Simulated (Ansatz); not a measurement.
# TiPd3: response to strain

TiPd3 is deformed so: equal xx and yy strain of -1 %. What stress and forces result, by LAPW, PAW and all-electron datasets made for the crystal?

Method: DFT LDA, scalar-relativistic, in Ansatz 0.2.0.

### 1 The structure to begin with

The structure is cubic, space group Pm-3m (No. 221). The conventional cell has a = 3.820 Å, b = 3.820 Å, c = 3.820 Å, α = 90.00°, β = 90.00°, γ = 90.00°. Ti (site symmetry m-3m) has 12 Pd at 2.70 Å in its first shell of neighbours. Pd (site symmetry 4/mmm) has 4 Ti at 2.70 Å and 8 Pd at 2.70 Å in its first shell of neighbours.

As a file:

```cif
data_structure
_symmetry_space_group_name_H-M 'P 1'
_symmetry_Int_Tables_number 1
_cell_length_a 3.8200
_cell_length_b 3.8200
_cell_length_c 3.8200
_cell_angle_alpha 90.000
_cell_angle_beta 90.000
_cell_angle_gamma 90.000
_cell_volume 55.74
loop_
_atom_site_label
_atom_site_type_symbol
_atom_site_fract_x
_atom_site_fract_y
_atom_site_fract_z
_atom_site_occupancy
Ti1 Ti 0.00000 0.00000 0.00000 1
Pd1 Pd 0.00000 0.50000 0.50000 1
Pd2 Pd 0.50000 0.00000 0.50000 1
Pd3 Pd 0.50000 0.50000 0.00000 1
```

Atoms are numbered in the order of the input: Ti1, Pd2, Pd3, Pd4.

### 2 The deformed structure

Space group Pm-3m before, P4/mmm after.

### 3 All-electron LAPW

input.yaml reads:

```yaml
crystal:
  lattice:
    - [3.7818, 0.0, 0.0]
    - [0.0, 3.7818, 0.0]
    - [0.0, 0.0, 3.82]
  atoms:
    - { symbol: Ti, position: [0.0, 0.0, 0.0] }
    - { symbol: Pd, position: [0.0, 0.5, 0.5] }
    - { symbol: Pd, position: [0.5, 0.0, 0.5] }
    - { symbol: Pd, position: [0.5, 0.5, 0.0] }
kpoints:
  mp_grid: { grid: [11, 11, 11] }
  band_path:
    path:
      - [0.0, 0.0, 0.0]
      - [0.0, 0.5, 0.0]
      - [0.5, 0.5, 0.0]
      - [0.0, 0.0, 0.0]
      - [0.0, 0.0, 0.5]
      - [0.0, 0.5, 0.5]
      - [0.5, 0.5, 0.5]
      - [0.0, 0.0, 0.5]
      - [0.0, 0.5, 0.0]
    npoints: 5
scf:
  occupations: { method: fermi_dirac, width: 0.05 }
hamiltonian:
  xc: lda
  pseudopotentials: { kind: all_electron, lapw: { basis_error: 0.001 } }
output:
  forces: true
  stress: true
  eigenvalues: true
```

Launch:

```
$ ansatz run input.yaml --threads 1 --pin off --max-ram 4096MiB --backend cpu --events-out ev --progress --plain --runs-dir out
```

### 4 PAW on the default files

input.yaml reads:

```yaml
crystal:
  lattice:
    - [3.7818, 0.0, 0.0]
    - [0.0, 3.7818, 0.0]
    - [0.0, 0.0, 3.82]
  atoms:
    - { symbol: Ti, position: [0.0, 0.0, 0.0] }
    - { symbol: Pd, position: [0.0, 0.5, 0.5] }
    - { symbol: Pd, position: [0.5, 0.0, 0.5] }
    - { symbol: Pd, position: [0.5, 0.5, 0.0] }
kpoints:
  mp_grid: { grid: [11, 11, 11] }
scf:
  occupations: { method: fermi_dirac, width: 0.05 }
hamiltonian:
  xc: lda
  pseudopotentials: { kind: paw }
output:
  forces: true
  stress: true
  eigenvalues: true
  efg: { contact_densities: true }
```

### 5 All-electron PAW on datasets made for the crystal

input.yaml, as its differences from that of step 4:

```diff
@@ -16,3 +16,3 @@
   xc: lda
-  pseudopotentials: { kind: paw }
+  pseudopotentials: { kind: all_electron, datasets: crystal }
 output:
```

(Steps that only read results are left out.)

**Question.** What will these runs give? Wanted: pressure; largest shear or deviatoric stress.

The runs gave:

| quantity | value |
| --- | --- |
| pressure | LAPW 7.40, PAW 7.38, crystal datasets 7.40 GPa |
| largest shear or deviatoric stress (LAPW) | 1.17 GPa |

What this shows: The largest part of the stress beyond the pressure is 1.17 GPa in size, in the zz component; the atoms are carried along and not relaxed. No run of the undeformed cell stands beside it, so pressure and stress hold what the given cell had before the change, as far as its symmetry allows. PAW: stress within 0.03 GPa of LAPW. Crystal datasets: stress within 0.01 GPa of LAPW.
